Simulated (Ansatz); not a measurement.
# CH6NSi2: the cost of one run

Method: RKS PBE-D4/6-31G, in Ansatz 0.2.0.

## Step 1: Starting point

Bond lengths: C1–Si2 1.756 Å, Si2–Si3 2.314 Å, Si3–N4 1.683 Å, C1–H5 1.078 Å, C1–H6 1.079 Å, Si2–H7 1.461 Å, Si3–H8 1.460 Å, N4–H9 1.010 Å, N4–H10 1.012 Å. Angles: C1–Si2–Si3 117.0°, C1–Si2–H7 133.9°, Si3–Si2–H7 109.1°, Si2–C1–H5 122.0°, Si2–C1–H6 122.8°, H5–C1–H6 115.2°, Si2–Si3–N4 116.0°, Si2–Si3–H8 140.1°, N4–Si3–H8 103.9°, Si3–N4–H9 124.6°, Si3–N4–H10 124.8°, H9–N4–H10 110.5°.

Structure file:

```xyz
10

C    -1.0440    1.4160   -1.2969
Si   -0.2013   -0.1186   -1.4363
Si    0.2393   -1.2556    0.5302
N     0.9282   -0.3474    1.7688
H    -1.2712    2.0230   -2.1587
H    -1.3508    1.8307   -0.3496
H     0.3088   -0.8966   -2.5630
H     0.1045   -2.5900    1.1070
H     1.1522    0.6350    1.7023
H     1.1343   -0.6966    2.6963
```

## Step 2: Preparing the start

input.yaml

```yaml
crystal:
  periodic: [false, false, false]
  atoms:
    - { symbol: C, position_ang: [-1.04397, 1.41597, -1.29692] }
    - { symbol: Si, position_ang: [-0.20134, -0.11859, -1.43627] }
    - { symbol: Si, position_ang: [0.23931, -1.25557, 0.53016] }
    - { symbol: "N", position_ang: [0.92818, -0.34737, 1.76878] }
    - { symbol: H, position_ang: [-1.27122, 2.02301, -2.15868] }
    - { symbol: H, position_ang: [-1.35077, 1.83071, -0.34959] }
    - { symbol: H, position_ang: [0.30875, -0.89658, -2.56304] }
    - { symbol: H, position_ang: [0.10453, -2.59003, 1.10702] }
    - { symbol: H, position_ang: [1.15222, 0.63504, 1.70225] }
    - { symbol: H, position_ang: [1.13433, -0.69659, 2.6963] }
total_charge: 1
basis:
  gaussian: { orbitals: "6-31G" }
hamiltonian:
  xc: pbe
  dispersion: d4
relax:
  f_tol: 0.02
  max_steps: 40
scf:
  lower_state_search: "off"
```

Command:

```bash
ansatz run input.yaml --threads 1 --pin off --max-ram 2048MiB --backend cpu --events-out ev --progress --plain --runs-dir out
```

Q: Estimate wall time and peak memory on 1 thread of an x86-64 CPU, shared host.

About 36 s, with a peak of 0.15 GiB.
